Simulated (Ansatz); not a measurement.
# ZrS: the cost of one run

Computed with the Python package of Ansatz 0.2.0. Level of theory: DFT r2SCAN, plane waves, PAW.

The COD entry's cell or inner coordinates are ideal or old and differ from later refinements, so a difference from it is no clean test against experiment.

### 1 The structure

The structure is cubic, space group Fm-3m (No. 225). The conventional cell has a = 5.250 Å, b = 5.250 Å, c = 5.250 Å, α = 90.00°, β = 90.00°, γ = 90.00°. Zr (site symmetry m-3m) has 6 S at 2.62 Å as nearest neighbours. S (site symmetry m-3m) is surrounded by 6 Zr at 2.62 Å.

No structure file is read: the coordinates are typed or built in the script.

### 2 The script

zrs.py

```python
"""Cutoff test for ZrS."""

import csv

import ansatz as az

zrs = (
    az.Lattice.of((0.0, 2.625, 2.625), (2.625, 0.0, 2.625), (2.625, 2.625, 0.0))
    .atom("Zr", (0.0, 0.0, 0.0))
    .atom("S", (0.5, 0.5, 0.5))
)

setup = (
    zrs.calculation()
    .occupations(az.OccupationsMethod.METHFESSEL_PAXTON)  # fractional filling near the Fermi level
    .initial_density(normalization="cell")
    .kpoints(spacing=0.38)  # sampling of the Brillouin zone
    .scf(max_iterations=60)
    .functional("r2scan")
    .forces()  # minus the gradient of the free energy
    .stress()  # positive in compression
)

rows = []
for value in [250, 325, 400, 475, 550]:
    report = setup.basis(value).run(threads=1).report
    rows.append((value, report["free_energy_ev"] / len(report["lattice"]["sites"]), report["n_iterations"], sum(report["stress_gpa"][i][i] for i in range(3)) / 3, max(abs(f) for row in report["forces_ev_ang"] for f in row), report["n_pw"]))

with open("ecut.csv", "w", newline="") as handle:
    writer = csv.writer(handle)
    writer.writerow(["cutoff (eV)", "F/atom (eV)", "iterations", "P (GPa)", "max component (eV/A)", "plane waves"])
    writer.writerows([round(v, 5) if isinstance(v, float) else v for v in row] for row in rows)

# differences from the last row
for row in rows[:-1]:
    shift = 1000 * (row[1] - rows[-1][1])
    print(f"{row[0]}: {shift:+.2f} meV/atom" + ("  (within 5 meV)" if abs(shift) < 5 else ""))
```

### 3 Running it

Run with:

```console
python zrs.py
```

What time and memory should one allow on 1 thread of Arm Neoverse V1, shared host?

About 9.7 s, with a peak of 0.47 GiB.
